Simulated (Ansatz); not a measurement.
# BH3W8C8: the cost of one run

Program: Ansatz 0.2.0. Level of theory: DFT PBEsol, plane waves, PAW, scalar-relativistic, no spin polarisation. These are calculated values, not measurements.

The COD cell was measured well above room temperature, so it is larger than a cold one.

### 1 The system as given

The cell holds 20 atoms (C8H3BW8): a = 5.726 Å, b = 5.726 Å, c = 17.215 Å, α = 90.00°, β = 90.00°, γ = 120.00°.

The coordinates stand in the first input below.

### 2 Dynamics

460 steps of 0.75 fs at constant energy.

input.yaml

```yaml
crystal:
  lattice:
    - [5.7257, 0.0, 0.0]
    - [-2.86285, 4.958602, 0.0]
    - [0.0, 0.0, 17.21512]
  atoms:
    - { symbol: W, position: [0.0, 0.0, 0.0580885] }
    - { symbol: C, position: [0.3333333, 0.1666667, 0.1397051] }
    - { symbol: W, position: [0.0, 0.0, 0.2213217] }
    - { symbol: C, position: [0.3333333, 0.1666667, 0.3029383] }
    - { symbol: W, position: [0.0, 0.5, 0.0580885] }
    - { symbol: C, position: [0.3333333, 0.6666667, 0.1397051] }
    - { symbol: W, position: [0.0, 0.5, 0.2213217] }
    - { symbol: C, position: [0.3333333, 0.6666667, 0.3029383] }
    - { symbol: W, position: [0.5, 0.0, 0.0580885] }
    - { symbol: C, position: [0.8333333, 0.1666667, 0.1397051] }
    - { symbol: W, position: [0.5, 0.0, 0.2213217] }
    - { symbol: C, position: [0.8333333, 0.1666667, 0.3029383] }
    - { symbol: W, position: [0.5, 0.5, 0.0580885] }
    - { symbol: C, position: [0.8333333, 0.6666667, 0.1397051] }
    - { symbol: W, position: [0.5, 0.5, 0.2213217] }
    - { symbol: C, position: [0.8333333, 0.6666667, 0.3029383] }
    - { symbol: B, position: [0.1429331, 0.819613, 0.4627021] }
    - { symbol: H, position: [-0.0884144, 0.7592029, 0.4730709] }
    - { symbol: H, position: [0.2033449, 0.6486816, 0.4730709] }
    - { symbol: H, position: [0.3138689, 1.0509547, 0.4730709] }
basis:
  ecutwfc: 420.0
kpoints:
  mp_grid: { grid: [3, 3, 1] }
hamiltonian:
  xc: pbesol
  pseudopotentials: { kind: paw, azcp: { folder: soft_1 } }
scf:
  occupations: { method: fermi_dirac, width: 0.15 }
  lower_state_search: "off"
md:
  timestep: 0.75
  n_steps: 460
  ensemble: nve
  initial_velocities: zero
  seed: 281698
  initial_site_velocities:
    - { site: 16, velocity: [0.0, 0.0, -0.023621] }
    - { site: 17, velocity: [0.0, 0.0, -0.023621] }
    - { site: 18, velocity: [0.0, 0.0, -0.023621] }
    - { site: 19, velocity: [0.0, 0.0, -0.023621] }
  constraints: [{ sites: [0, 4, 8, 12] }]
```

Run with:

```
$ ansatz run input.yaml --threads 2 --pin off --max-ram 5120MiB --backend cpu --events-out ev --progress --plain --runs-dir out
```

What time and memory should one allow on 2 threads of Intel Xeon 6975P-C (Granite Rapids), shared host?

About 36 min, with a peak of 1.2 GiB.
